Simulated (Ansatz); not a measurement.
# CH₄GeS: functionals against CCSD(T) at one geometry

One table from this session's results is given with a row withheld; the runs are named, their logs left out.

Program: Ansatz 0.2.0, Gaussian basis. Level of theory: single points in def2-TZVPP. These are calculated values, not measurements.

Cores are frozen in the correlated methods. Filled d shells of the heavier atoms are correlated.

## The system as given

SMILES `S=[CH][GeH3]`, 7 atoms, charge 0, spin multiplicity 1.

Atoms are counted from 1 here; the program's logs count them from 0.

Bond lengths: S1–C2 1.669 Å, C2–Ge3 1.960 Å, C2–H4 1.034 Å, Ge3–H5 1.589 Å, Ge3–H6 1.491 Å, Ge3–H7 1.510 Å. Angles: S1–C2–Ge3 118.2°, S1–C2–H4 115.7°, Ge3–C2–H4 126.1°, C2–Ge3–H5 106.9°, C2–Ge3–H6 110.4°, C2–Ge3–H7 110.4°, H5–Ge3–H6 106.7°, H5–Ge3–H7 111.0°, H6–Ge3–H7 111.4°.

Geometry (Å):

| atom | x (Å) | y (Å) | z (Å) |
| --- | --- | --- | --- |
| S1 | -0.38470 | -1.99380 | 1.26360 |
| C2 | -0.54340 | -0.98940 | -0.05990 |
| Ge3 | 0.40930 | 0.72320 | -0.04100 |
| H4 | -1.17100 | -1.32920 | -0.80790 |
| H5 | -0.00030 | 1.49330 | -1.36860 |
| H6 | -0.05500 | 1.56240 | 1.10040 |
| H7 | 1.90050 | 0.49460 | 0.01330 |

The first run:

run/in.yaml reads:

```yaml
crystal:
  periodic: [false, false, false]
  atoms:
    - {symbol: S, position_ang: [-0.384700, -1.993800, 1.263600]}
    - {symbol: C, position_ang: [-0.543400, -0.989400, -0.059900]}
    - {symbol: Ge, position_ang: [0.409300, 0.723200, -0.041000]}
    - {symbol: H, position_ang: [-1.171000, -1.329200, -0.807900]}
    - {symbol: H, position_ang: [-0.000300, 1.493300, -1.368600]}
    - {symbol: H, position_ang: [-0.055000, 1.562400, 1.100400]}
    - {symbol: H, position_ang: [1.900500, 0.494600, 0.013300]}
basis:
  gaussian: {orbitals: def2-TZVPP}
correlation: {method: ccsd_t}
output: {forces: true}
```

No record of the launch command was kept for these runs.

Among the steps run: CCSD(T)/def2-TZVPP; PBE0-D4/def2-TZVPP; wB97M-V/def2-TZVPP; r2SCAN-D4/def2-TZVPP; PBE-D4/def2-TZVPP; CAM-B3LYP-D4/def2-TZVPP; SPW92/def2-TZVPP.

One table of the session follows, with a row left open; its other results are not shown here.

| method | RMS force component (eV/Å) | angle to CCSD(T) forces (°) | dipole (D) |
| --- | --- | --- | --- |
| CCSD(T) | 1.002 | reference | 1.33 |
| PBE0-D4 | 1.184 | 9.1 | 1.48 |
| wB97M-V | ? | ? | ? |
| r2SCAN-D4 | 1.119 | 5.4 | 1.49 |
| PBE-D4 | 1.107 | 6.0 | 1.34 |
| CAM-B3LYP-D4 | 1.198 | 11.3 | 1.51 |
| SPW92 | 1.245 | 8.9 | 1.37 |

Estimate the missing values for wB97M-V.

As computed: RMS force component (eV/Å): 1.181; angle to CCSD(T) forces (°): 11.1; dipole (D): 1.45. In the column «RMS force component (eV/Å)» it lies between r2SCAN-D4 (1.119) and PBE0-D4 (1.184).
